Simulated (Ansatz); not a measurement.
# C2H7GeNO: up Jacob's ladder to CCSD(T)

The task here is to estimate one member of a computed series from the others.

Method: functionals in def2-TZVPP, the program's frozen cores in correlated methods; program: Ansatz 0.2.0, Gaussian basis.

Plan: PBE-D4, r2SCAN-D4, PBE0-D4, B3LYP-D4, ωB97X-V, ωB97M-V, B2PLYP; CCSD(T)/def2-TZVPP; MP2/def2-QZVPP; extrapolation to the limit.

## The relaxed structure

All runs share one geometry, relaxed beforehand with PBE0-D4 in a triple-zeta def2 set.

SMILES `C=C(N)[O][GeH3]`, 12 atoms, charge 0, spin multiplicity 1.

Atoms are counted from 1 here; the program's logs count them from 0.

Bond lengths: C1–C2 1.334 Å, C1–H6 1.080 Å, C1–H7 1.081 Å, C2–N3 1.396 Å, C2–O4 1.348 Å, N3–H8 1.012 Å, N3–H9 1.009 Å, O4–Ge5 1.806 Å, Ge5–H10 1.537 Å, Ge5–H11 1.533 Å, Ge5–H12 1.534 Å. Angles: C2–C1–H6 120.0°, C2–C1–H7 120.9°, H6–C1–H7 119.1°, C1–C2–N3 125.3°, C1–C2–O4 121.9°, N3–C2–O4 112.8°, C2–N3–H8 113.0°, C2–N3–H9 113.4°, H8–N3–H9 111.0°, C2–O4–Ge5 118.6°, O4–Ge5–H10 110.0°, O4–Ge5–H11 102.1°, O4–Ge5–H12 108.8°, H10–Ge5–H11 110.7°, H10–Ge5–H12 112.0°, H11–Ge5–H12 112.6°.

As a file:

```xyz
12
C2H7GeNO
C    -1.3851    1.4356    0.2682
C    -0.2783    0.7163    0.0778
N     0.7749    0.6008    0.9872
O    -0.0962   -0.0299   -1.0302
Ge    0.4992   -1.7243   -0.8419
H    -2.2067    1.3575   -0.4280
H    -1.4715    2.1082    1.1102
H     1.6788    0.7834    0.5705
H     0.6446    1.1515    1.8222
H     2.0147   -1.7250   -0.5885
H     0.1778   -2.3321   -2.2118
H    -0.2752   -2.3973    0.2980
```

Set-up of the first run:

Input file in.yaml:

```yaml
crystal:
  periodic: [false, false, false]
  atoms:
    - {symbol: C, position_ang: [-1.385110, 1.435633, 0.268248]}
    - {symbol: C, position_ang: [-0.278322, 0.716345, 0.077828]}
    - {symbol: N, position_ang: [0.774893, 0.600757, 0.987231]}
    - {symbol: O, position_ang: [-0.096171, -0.029878, -1.030204]}
    - {symbol: Ge, position_ang: [0.499161, -1.724261, -0.841926]}
    - {symbol: H, position_ang: [-2.206655, 1.357501, -0.427974]}
    - {symbol: H, position_ang: [-1.471515, 2.108206, 1.110180]}
    - {symbol: H, position_ang: [1.678849, 0.783443, 0.570492]}
    - {symbol: H, position_ang: [0.644626, 1.151450, 1.822239]}
    - {symbol: H, position_ang: [2.014675, -1.724956, -0.588475]}
    - {symbol: H, position_ang: [0.177771, -2.332126, -2.211847]}
    - {symbol: H, position_ang: [-0.275203, -2.397313, 0.298008]}
basis:
  gaussian: {orbitals: def2-TZVPP}
hamiltonian: {xc: pbe, dispersion: d4}
output: {forces: true, orbitals: {seedname: orbitals}}
```

Run with:

```console
> ansatz run in.yaml --threads 4 --pin off --events-out ev --progress --plain --max-ram 10444MiB
```

Among the steps run: PBE-D4 (GGA); r2SCAN-D4 (meta-GGA); PBE0-D4 (hybrid); B3LYP-D4 (hybrid); ωB97X-V (range-separated); ωB97M-V (range-separated); B2PLYP (double hybrid); CCSD(T) in def2-TZVPP; MP2 in def2-QZVPP.

One table of the session follows, with a row left open; its other results are not shown here.

```
            method  atomisation energy (kJ/mol)
            PBE-D4                       4421.2
         r2SCAN-D4                       4329.2
           PBE0-D4                       4323.6
          B3LYP-D4                       4325.4
           ωB97X-V                       4340.6
           ωB97M-V                       4327.4
            B2PLYP                       4276.4
     HF/def2-TZVPP                       3008.5
    MP2/def2-TZVPP                       4272.0
   CCSD/def2-TZVPP                            ?
CCSD(T)/def2-TZVPP                       4213.8
           MP2/CBS                       4382.4
       CCSD(T)/CBS                       4324.2
```

**Question.** Estimate the row for CCSD/def2-TZVPP.

The run gave: atomisation energy (kJ/mol): 4141.0. In the column «atomisation energy (kJ/mol)» it lies between HF/def2-TZVPP (3008.5) and CCSD(T)/def2-TZVPP (4213.8).

To keep in mind: Free atoms (2 C, 1 N, 1 O, 1 Ge, 7 H) were run apart at each level; the atomisation energy is their sum less the molecule, without zero-point or spin-orbit terms.
